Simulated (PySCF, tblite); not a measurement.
# C₆H₈N₂OSi: infrared bands, NMR shifts and electronic excitations in gas and solvents, part 1 of 2

Aim: compute the infrared bands, NMR shifts and electronic excitations of C₆H₈N₂OSi (`C#C[SiH2]n1cncc1OC`), and see what a dielectric continuum does where one was used.

Programs: tblite 0.8.0 and PySCF 2.14.0, with density-fitted response routines of our own. Each step states its level of theory. These are calculated values for one molecule, in the gas phase or a continuum, unless marked as measured. Atoms count from 0, in the outputs and in this text.

## (1) Starting geometry

18 atoms, charge 0, multiplicity 1; geometry from: force field or distance geometry start.

Bonds of the start (Å): C0–C1 1.22, C1–Si2 1.82, Si2–N3 1.78, N3–C4 1.36, C4–N5 1.34, N5–C6 1.34, C6–C7 1.38, C7–O8 1.39, O8–C9 1.42, C7–N3 1.33, C0–H10 1.05, Si2–H11 1.45, Si2–H12 1.46, C4–H13 1.09, C6–H14 1.09, C9–H15 1.11, C9–H16 1.12, C9–H17 1.11.

## (2) Optimising the geometry with GFN2-xTB

The job: settings as JSON, then the geometry in Å.

```
{"job": {"kind": "relax", "xc": "GFN2-xTB", "basis": "xTB"}, "charge": 0, "multiplicity": 1}
C      4.349500    -0.466600    -0.434600
C      3.286600     0.135300    -0.343200
Si     1.691700     1.007500    -0.194300
N      0.396500    -0.216300    -0.096900
C      0.601400    -1.557700    -0.165600
N     -0.566700    -2.208900    -0.056100
C     -1.526900    -1.285100     0.106200
C     -0.908500    -0.056700     0.090100
O     -1.599700     1.139600     0.227700
C     -3.005500     1.123600     0.408000
H      5.256600    -0.985400    -0.523700
H      1.714900     1.803800     1.018700
H      1.531400     1.803400    -1.405500
H      1.550900    -2.069200    -0.318400
H     -2.583700    -1.524500     0.235200
H     -3.407500     2.120700     0.149900
H     -3.302000     0.930300     1.471100
H     -3.487900     0.312600    -0.180200
```

Started as:

```sh
$ OMP_NUM_THREADS=1 python probes_run.py task.json out
```

The driver reads the jobs from task.json and runs them one after another.

The program printed:

```text
step      E/eV     max force
  0    -775.69425    3.560
  1    -775.76285    7.510
  2    -775.88223    3.272
  3    -775.98898    1.114
  4    -776.01487    0.390
  5    -776.03360    0.577
  6    -776.05614    0.436
  7    -776.06991    0.376
  8    -776.08733    0.341
  9    -776.09988    0.357
 10    -776.10818    0.214
 11    -776.11378    0.224
 12    -776.11913    0.222
 13    -776.12463    0.238
 14    -776.13001    0.207
 15    -776.13478    0.211
 16    -776.13930    0.198
 17    -776.14471    0.232
 18    -776.15159    0.256
 19    -776.15900    0.224
 20    -776.16518    0.165
 21    -776.16984    0.155
 22    -776.17415    0.173
 23    -776.17883    0.193
 24    -776.18312    0.161
 25    -776.18624    0.108
 26    -776.18846    0.113
 27    -776.19019    0.098
 28    -776.19155    0.073
 29    -776.19241    0.059
 30    -776.19289    0.061
 31    -776.19321    0.039
 32    -776.19348    0.036
 33    -776.19373    0.040
 34    -776.19400    0.061
 35    -776.19433    0.060
 36    -776.19470    0.050
 37    -776.19510    0.051
 38    -776.19555    0.065
 39    -776.19613    0.097
 40    -776.19681    0.092
 41    -776.19734    0.051
 42    -776.19765    0.041
 43    -776.19788    0.041
 44    -776.19820    0.067
 45    -776.19867    0.074
 46    -776.19920    0.052
 47    -776.19966    0.061
 48    -776.20008    0.060
 49    -776.20056    0.068
 50    -776.20111    0.061
 51    -776.20157    0.045
 52    -776.20184    0.034
 53    -776.20204    0.039
 54    -776.20222    0.042
 55    -776.20239    0.027
 56    -776.20251    0.025
 57    -776.20260    0.021
 58    -776.20267    0.026
 59    -776.20275    0.023
 60    -776.20283    0.018
 61    -776.20290    0.020
 62    -776.20296    0.020
 63    -776.20305    0.023
 64    -776.20311    0.017
 65    -776.20314    0.012
 66    -776.20317    0.011
 67    -776.20319    0.012
 68    -776.20321    0.010
 69    -776.20322    0.007
```

Wall time 0.79 s (1 thread of Intel Xeon at 2.70GHz, shared host).

Along the way: (not every step is listed)

```
step  energy from step 0 (eV)  largest force (eV/Å)
   0                   0.0000                3.5599
   1                  -0.0686                7.5096
   2                  -0.1880                3.2721
   3                  -0.2947                1.1138
   4                  -0.3206                0.3897
   5                  -0.3393                0.5767
   6                  -0.3619                0.4362
   7                  -0.3757                0.3762
   8                  -0.3931                0.3410
  13                  -0.4304                0.2376
  18                  -0.4573                0.2555
  23                  -0.4846                0.1926
  28                  -0.4973                0.0733
  33                  -0.4995                0.0398
  38                  -0.5013                0.0650
  43                  -0.5036                0.0411
  48                  -0.5058                0.0598
  53                  -0.5078                0.0392
  58                  -0.5084                0.0256
  63                  -0.5088                0.0235
  64                  -0.5089                0.0170
  65                  -0.5089                0.0124
  66                  -0.5089                0.0114
  67                  -0.5089                0.0117
  68                  -0.5090                0.0100
  69                  -0.5090                0.0071
```

Distances of close pairs at the start and the end, largest changes first:

| bond | before (Å) | after (Å) | change (Å) |
| --- | --- | --- | --- |
| C4–N5 | 1.342 | 1.293 | -0.049 |
| N3–C7 | 1.328 | 1.368 | +0.040 |
| C7–O8 | 1.388 | 1.359 | -0.030 |
| Si2–N3 | 1.785 | 1.755 | -0.029 |
| N5–C6 | 1.342 | 1.371 | +0.029 |
| C9–H16 | 1.120 | 1.094 | -0.026 |
| C1–Si2 | 1.824 | 1.848 | +0.025 |
| C0–C1 | 1.225 | 1.202 | -0.023 |

The final coordinates are the input of the step that follows.

## (3) Vibrational analysis with GFN2-xTB

The job: settings as JSON, then the geometry in Å.

```
{"job": {"kind": "ir", "xc": "GFN2-xTB", "basis": "xTB"}, "charge": 0, "multiplicity": 1}
C      4.249412    -0.339458    -0.442239
C      3.168835     0.179668    -0.351063
Si     1.523393     1.009211    -0.205754
N      0.395011    -0.329104    -0.078368
C      0.571307    -1.686887    -0.108875
N     -0.536067    -2.341686     0.022692
C     -1.522235    -1.397514     0.148753
C     -0.953098    -0.161915     0.086181
O     -1.420643     1.111940     0.151238
C     -2.808334     1.223568     0.366958
H      5.191251    -0.802523    -0.521330
H      1.435054     1.787400     1.029204
H      1.197357     1.757304    -1.419630
H      1.541339    -2.122944    -0.230307
H     -2.545992    -1.684984     0.272840
H     -3.022880     2.289675     0.411704
H     -3.099263     0.747174     1.308376
H     -3.373205     0.767393    -0.452035
```

The program printed:

```text
mode    cm-1     km/mol
  1      28.8      0.04
  2      70.8      0.26
  3      81.4      3.81
  4     121.7      3.39
  5     126.3      0.22
  6     177.6      0.07
  7     215.1      2.39
  8     236.9      3.24
  9     279.2      3.85
 10     312.8      9.13
 11     461.0     37.22
 12     490.7     94.72
 13     504.8      6.28
 14     570.7      7.73
 15     629.4     10.55
 16     633.2     44.86
 17     657.4     24.30
 18     684.4     16.58
 19     685.8     52.40
 20     694.7      4.87
 21     740.9    414.28
 22     760.3    220.21
 23     770.9      5.20
 24     792.7      1.26
 25     914.6     23.12
 26    1040.6     50.42
 27    1094.7     37.45
 28    1127.2      2.99
 29    1129.2     48.17
 30    1147.2     11.58
 31    1165.3      8.54
 32    1260.8     93.40
 33    1287.2     95.54
 34    1396.9    124.22
 35    1404.2     99.43
 36    1460.7      5.75
 37    1481.8      2.18
 38    1521.3    170.09
 39    1594.5    194.92
 40    2211.4     51.83
 41    2261.2    385.15
 42    2270.0    137.58
 43    2935.2     35.26
 44    2952.1     36.32
 45    3030.6     14.93
 46    3179.1     31.17
 47    3182.9     10.24
 48    3355.2      0.10
```

Wall time 1.1 s (1 thread of Intel Xeon at 2.70GHz, shared host).

The strongest bands and the atoms that carry them (share of the mass-weighted mode):

```csv
cm⁻¹,km/mol,atoms
741,414.3,"Si2 33 %, H11 23 %, H12 23 %"
760,220.2,"H12 45 %, H11 45 %"
1397,124.2,"C7 24 %, N3 18 %, H15 16 %, H16 12 %"
1404,99.4,"C7 22 %, H15 17 %, H16 16 %, H17 15 %"
1521,170.1,"C4 52 %, N5 40 %"
1594,194.9,"C7 61 %, C6 27 %"
2261,385.1,"H12 63 %, H11 32 %"
2270,137.6,"H11 65 %, H12 33 %"
```

## (4) Geometry optimisation at PBE0-D3(BJ)/def2-SVP

The job: settings as JSON, then the geometry in Å.

```
{"job": {"xc": "PBE0", "basis": "def2-SVP", "d3": "d3bj", "grid": 1, "shake": 0.01, "kind": "geom"}, "charge": 0, "multiplicity": 1}
C      4.269820    -0.365010    -0.438060
C      3.163160     0.175140    -0.353220
Si     1.503190     1.006890    -0.214410
N      0.428240    -0.326850    -0.081890
C      0.568490    -1.693570    -0.119430
N     -0.539980    -2.336870     0.020310
C     -1.512660    -1.399510     0.149000
C     -0.937640    -0.156460     0.081130
O     -1.422470     1.117350     0.170590
C     -2.811030     1.221130     0.376980
H      5.182390    -0.805440    -0.512500
H      1.440860     1.788320     1.035910
H      1.169080     1.767520    -1.429230
H      1.524650    -2.120180    -0.223300
H     -2.550440    -1.695750     0.273100
H     -3.023410     2.303730     0.419180
H     -3.097320     0.758290     1.306320
H     -3.382460     0.773230    -0.446210
```

The program printed:

```text
step   0  E = -706.61394690  max force = 0.082204
step   1  E = -706.62379479  max force = 0.007902
step   2  E = -706.62426445  max force = 0.002866
step   3  E = -706.62422817  max force = 0.005256
step   4  E = -706.62438372  max force = 0.001160
step   5  E = -706.62439969  max force = 0.000882
step   6  E = -706.62441265  max force = 0.000772
step   7  E = -706.62441329  max force = 0.000772
step   8  E = -706.62441285  max force = 0.000393
optimisation converged
```

Wall time 3.8 min (1 thread of Intel Xeon at 2.70GHz, shared host); peak memory 0.8 GiB.

Along the way:

```
step  energy from step 0 (eV)  largest force component (eV/Å)
   0                   0.0000                          4.2271
   1                  -0.2680                          0.4063
   2                  -0.2808                          0.1474
   3                  -0.2798                          0.2703
   4                  -0.2840                          0.0596
   5                  -0.2844                          0.0454
   6                  -0.2848                          0.0397
   7                  -0.2848                          0.0397
   8                  -0.2848                          0.0202
```

Close pairs (by a distance rule), those that changed most:

| bond | before (Å) | after (Å) | change (Å) |
| --- | --- | --- | --- |
| C0–H10 | 1.016 | 1.076 | +0.060 |
| Si2–N3 | 1.718 | 1.776 | +0.058 |
| C4–H13 | 1.052 | 1.090 | +0.038 |
| C1–Si2 | 1.862 | 1.828 | -0.034 |
| C7–O8 | 1.366 | 1.339 | -0.027 |
| C9–H16 | 1.077 | 1.104 | +0.027 |
| N5–C6 | 1.357 | 1.376 | +0.020 |
| C0–C1 | 1.234 | 1.216 | -0.018 |

The end geometry stands in the next job.

```
                         at the end point                value
  point group (found at 0.08 Å tolerance)                   Cs
rotational constants (GHz, main isotopes)  2.207, 0.768, 0.576
                        dipole moment (D)                 2.91
```

## (5) NMR shieldings: PBE0/pcSseg-1

The job: settings as JSON, then the geometry in Å.

```
{"job": {"kind": "nmr", "xc": "PBE0", "basis": "pcSseg-1"}, "charge": 0, "multiplicity": 1}
C      4.276636    -0.285670    -0.493621
C      3.180602     0.228326    -0.375195
Si     1.538087     1.009626    -0.191506
N      0.378185    -0.327719    -0.050845
C      0.583052    -1.697570    -0.066892
N     -0.523011    -2.366203     0.071215
C     -1.528589    -1.433259     0.185445
C     -0.979182    -0.176453     0.111525
O     -1.455426     1.073810     0.159826
C     -2.844128     1.187535     0.337869
H      5.248145    -0.735759    -0.602017
H      1.498846     1.842648     1.038214
H      1.221855     1.829455    -1.389570
H      1.582161    -2.116406    -0.184989
H     -2.572148    -1.714038     0.311667
H     -3.078886     2.258486     0.363862
H     -3.161927     0.719625     1.285705
H     -3.391042     0.712472    -0.494909
```

Method: GIAO PBE0/pcSseg-1 NMR shielding, non-relativistic, gas phase.

The program printed:

```text
coarse grid: 16312 points
cycle   1  E = -706.7905704356  dE =  1.684e+00  |g| = 6.332e-01  |ddm| = 4.047e+00
cycle   2  E = -706.7118143751  dE =  7.876e-02  |g| = 8.877e-01  |ddm| = 1.339e+00
cycle   3  E = -706.8735142203  dE = -1.617e-01  |g| = 1.710e-01  |ddm| = 7.953e-01
cycle   4  E = -706.8790441947  dE = -5.530e-03  |g| = 6.364e-02  |ddm| = 1.629e-01
cycle   5  E = -706.8798059567  dE = -7.618e-04  |g| = 1.909e-02  |ddm| = 5.717e-02
cycle   6  E = -706.8798717700  dE = -6.581e-05  |g| = 7.203e-03  |ddm| = 1.953e-02
cycle   7  E = -706.8798816871  dE = -9.917e-06  |g| = 3.593e-03  |ddm| = 6.863e-03
cycle   8  E = -706.8798847893  dE = -3.102e-06  |g| = 5.726e-04  |ddm| = 2.463e-03
final grid: 155344 points
cycle   9  E = -706.9470413073  dE = -3.132e-05  |g| = 1.148e-02  |ddm| = 3.230e-02
cycle  10  E = -706.9470099229  dE =  3.138e-05  |g| = 1.743e-02  |ddm| = 1.952e-02
cycle  11  E = -706.9470661784  dE = -5.626e-05  |g| = 1.797e-03  |ddm| = 1.267e-02
cycle  12  E = -706.9470669299  dE = -7.515e-07  |g| = 4.111e-04  |ddm| = 1.890e-03
cycle  13  E = -706.9470669589  dE = -2.902e-08  |g| = 2.085e-04  |ddm| = 4.343e-04
cycle  14  E = -706.9470669684  dE = -9.474e-09  |g| = 4.810e-05  |ddm| = 1.647e-04
cycle  15  E = -706.9470669688  dE = -3.777e-10  |g| = 2.567e-05  |ddm| = 4.635e-05
converged SCF energy = -706.9470669688

GIAO shielding tensors (ppm)
atom      isotropic    diamagn.    paramagn.     s11        s22        s33       span
  0 C       75.941     260.867    -184.927    -10.603     -7.432    245.858    256.461
  1 C      102.890     259.287    -156.396      7.789     11.891    288.992    281.203
  2 Si     413.292     880.861    -467.569    393.342    405.645    440.891     47.549
  3 N       96.620     335.080    -238.460     21.250    101.383    167.228    145.978
  4 C       49.845     250.730    -200.885    -33.767     75.068    108.235    142.002
  5 N      -45.144     334.358    -379.502   -275.093   -100.667    240.329    515.422
  6 C       76.753     258.876    -182.123     25.466     70.289    134.504    109.038
  7 C       26.992     251.855    -224.863    -36.062     36.329     80.708    116.770
  8 O      256.093     403.085    -146.992    159.377    299.459    309.442    150.065
  9 C      128.128     242.781    -114.652     98.960    102.923    182.502     83.542
 10 H       28.653      31.640      -2.986     23.571     24.008     38.382     14.811
 11 H       26.163      28.940      -2.777     21.936     25.731     30.821      8.886
 12 H       26.164      28.909      -2.745     21.946     25.709     30.836      8.890
 13 H       24.103      31.088      -6.985     18.733     26.405     27.172      8.439
 14 H       24.958      31.966      -7.008     21.364     25.152     28.357      6.993
 15 H       27.303      27.498      -0.195     22.908     25.546     33.454     10.547
 16 H       27.649      28.146      -0.497     24.560     24.857     33.530      8.969
 17 H       27.635      28.105      -0.469     24.519     24.847     33.540      9.020
```

Wall time 70 s (1 thread of Intel Xeon at 2.70GHz, shared host); peak memory 0.94 GiB.

The references, computed at this level on geometries of the same kind, shield at (ppm): 1H TMS 31.27, 13C TMS 184.4, 29Si TMS 352.0, 15N NH3 265.7, 17O H2O 334.6. Their shielding less the atom's gives the shift. The references are single molecules in the gas phase, so shifts against H2O, NH3, PH3, H3PO4 or CFCl3 are not on the usual liquid scales and can be off by tens of ppm. Atoms listed in one row are averaged.

| atoms | environment | σ (ppm) | δ (ppm) | δ scaled to CDCl3 |
| --- | --- | --- | --- | --- |
| C7 | aromatic carbon bearing oxygen | 27.0 | 157.4 | 152.3 |
| C4 | aromatic CH between two ring heteroatoms | 49.8 | 134.6 | 130.2 |
| C0 | terminal alkyne carbon | 75.9 | 108.5 | 104.8 |
| C6 | aromatic CH next to a ring nitrogen | 76.8 | 107.7 | 104.0 |
| C1 | alkyne carbon | 102.9 | 81.5 | 78.6 |
| C9 | methyl carbon bonded to O | 128.1 | 56.3 | 54.1 |
| H13 | hydrogen on an aromatic CH between two ring heteroatoms | 24.10 | 7.16 | 7.01 |
| H14 | hydrogen on an aromatic CH next to a ring nitrogen | 24.96 | 6.31 | 6.20 |
| H11, H12 | hydrogen on a silicon bonded to C, N | 26.16 | 5.10 | – |
| H15, H16, H17 | hydrogen on a methyl carbon bonded to O | 27.53 | 3.74 | 3.76 |
| H10 | hydrogen on a terminal alkyne carbon | 28.65 | 2.61 | 2.69 |
| Si2 | silicon bonded to C, N, 2 H | 413.3 | -61.3 | – |
| N5 | pyridine-type nitrogen of an azole | -45.1 | 310.8 | – |
| N3 | pyrrole-type ring nitrogen | 96.6 | 169.1 | – |
| O8 | ether oxygen | 256.1 | 78.5 | – |

The scaled column applies a straight-line fit of computed shieldings to shifts measured in CDCl3 (root-mean-square error 0.21 ppm for H, 2.0 ppm for C).

Charges from the same density, by scheme (e):

```csv
atoms,Mulliken,IAO,Hirshfeld,ESP fit
C0,-0.16,-0.16,-0.06,-0.29
C1,-0.22,-0.35,-0.15,-0.20
Si2,0.82,0.91,0.41,0.51
N3,-0.77,-0.39,-0.12,-0.18
C4,0.30,0.03,0.03,0.16
N5,-0.40,-0.31,-0.21,-0.53
C6,-0.04,-0.18,-0.08,-0.01
C7,0.47,0.23,0.09,0.20
O8,-0.49,-0.33,-0.10,-0.28
C9,-0.04,-0.20,-0.02,-0.09
```

Mayer bond orders: C0–C1 2.55, C1–Si2 0.94, Si2–N3 0.81, N3–C4 1.09, C4–N5 1.68, N5–C6 1.27, C6–C7 1.52, C7–O8 1.00, O8–C9 0.91, C7–N3 1.07.

Ring of atoms N3, C4, N5, C6, C7: NICS(0) -11.8, NICS(1) -9.8, NICS(1)zz -25.1 ppm (means of both faces).

## (6) TDDFT and polarisability: PBE0/def2-SVPD

Same as in step 5 but for these lines:

```diff
@@ -1,2 +1,2 @@
-{"job": {"kind": "nmr", "xc": "PBE0", "basis": "pcSseg-1"}, "charge": 0, "multiplicity": 1}
+{"job": {"kind": "uv", "xc": "PBE0", "basis": "def2-SVPD", "ip": true}, "charge": 0, "multiplicity": 1}
 C      4.276636    -0.285670    -0.493621
```

Level: TDDFT PBE0/def2-SVPD, vertical, gas phase, core orbitals frozen in the response.

The program printed:

```text
coarse grid: 16312 points
cycle   1  E = -706.4512525664  dE =  1.601e+00  |g| = 6.022e-01  |ddm| = 8.638e+00
cycle   2  E = -706.3679455224  dE =  8.331e-02  |g| = 8.678e-01  |ddm| = 3.839e+00
cycle   3  E = -706.5304108897  dE = -1.625e-01  |g| = 1.646e-01  |ddm| = 2.733e+00
cycle   4  E = -706.5356874916  dE = -5.277e-03  |g| = 6.343e-02  |ddm| = 3.996e-01
cycle   5  E = -706.5364737321  dE = -7.862e-04  |g| = 1.852e-02  |ddm| = 1.243e-01
cycle   6  E = -706.5365396391  dE = -6.591e-05  |g| = 7.396e-03  |ddm| = 3.556e-02
cycle   7  E = -706.5365509990  dE = -1.136e-05  |g| = 3.384e-03  |ddm| = 1.271e-02
cycle   8  E = -706.5365537967  dE = -2.798e-06  |g| = 5.815e-04  |ddm| = 4.613e-03
final grid: 155344 points
cycle   9  E = -706.6326448559  dE = -3.161e-05  |g| = 1.066e-02  |ddm| = 1.391e-01
cycle  10  E = -706.6326146223  dE =  3.023e-05  |g| = 1.642e-02  |ddm| = 4.648e-02
cycle  11  E = -706.6326679761  dE = -5.335e-05  |g| = 1.743e-03  |ddm| = 2.597e-02
cycle  12  E = -706.6326687250  dE = -7.489e-07  |g| = 3.916e-04  |ddm| = 3.139e-03
cycle  13  E = -706.6326687540  dE = -2.900e-08  |g| = 1.831e-04  |ddm| = 1.025e-03
cycle  14  E = -706.6326687614  dE = -7.390e-09  |g| = 4.754e-05  |ddm| = 3.964e-04
cycle  15  E = -706.6326687618  dE = -3.786e-10  |g| = 2.655e-05  |ddm| = 9.400e-05
converged SCF energy = -706.6326687618

Static polarisability (au): isotropic 110.420, principal 74.848 109.387 147.026

Singlet excitations
state   eV       nm        f      main configurations
  1   4.4989    275.6   0.00000   H->L 0.99
  2   4.8336    256.5   0.00560   H->L+1 1.00
  3   5.5847    222.0   0.00421   H->L+2 0.90
  4   5.8211    213.0   0.00426   H->L+4 0.79, H->L+5 0.13
  5   5.9329    209.0   0.14635   H->L+3 0.95
  6   5.9408    208.7   0.00032   H-3->L 0.74, H-2->L 0.11, H-4->L+1 0.10
  7   6.0975    203.3   0.00535   H->L+5 0.80, H->L+4 0.12
  8   6.1067    203.0   0.00664   H-1->L 0.91
  9   6.2482    198.4   0.00013   H-1->L+1 0.38, H-2->L 0.34, H-4->L+1 0.20
 10   6.2888    197.2   0.00008   H-2->L 0.52, H-1->L+1 0.26, H-3->L 0.13

Triplet excitations (Tamm-Dancoff, eV): 4.1700 4.4836 4.7820 4.8409
Vertical ionisation energy (delta-SCF) = 7.9319 eV
```

It took 3.6 min on 1 thread of Intel Xeon at 2.70GHz, shared host; peak memory 1.1 GiB.

The orbitals next to the gap, with their largest atomic shares:

```csv
orbital,eV,atoms
HOMO−3,-8.69,"C1 40 %, C0 40 %, Si2 7 %"
HOMO−2,-8.00,"N3 33 %, N5 25 %, C6 13 %"
HOMO−1,-7.62,"N5 65 %, C6 10 %, C4 9 %"
HOMO,-6.07,"C6 23 %, C7 20 %, C4 19 %"
LUMO,-0.69,"C0 29 %, C1 28 %, Si2 21 %"
LUMO+1,-0.43,"C0 32 %, C1 30 %, Si2 17 %"
LUMO+2,0.44,"Si2 37 %, C0 10 %, H11 9 %"
```

With each of the 10 states as a Gaussian band of 0.4 eV half-width at 1/e, the curve within the window shown has maxima at 253 nm (ε 240), 209 nm (ε 6,600) L/(mol cm). Beyond the last state computed it falls off for lack of states. The curve at chosen wavelengths:

nm, ε (L/mol/cm) and a bar:
```
      188        524 ##
      193       1651 ########
      198       3579 ################
      203       5593 #########################
      209       6585 ##############################
      214       5785 ##########################
      219       4144 ###################
      224       2504 ###########
      229       1329 ######
      234        665 ###
      240        330 #
      245        250 #
      250        238 #
      255        237 #
      260        224 #
      265        195 #
      271        148 #
      276        108 
      281         74 
      286         47 
      291         29 
      296         17 
      302          8 
      307          4 
      312          2 
      317          1
```

Ground-state properties from the same run:

| property | computed |
| --- | --- |
| dipole moment (D) | 2.97 |
| polarisability (Å³) | 16.36 |
| HOMO–LUMO gap (eV) | 5.38 |
| −ε(HOMO) (eV) | 6.07 |

(Continued in part 2 of 2.)
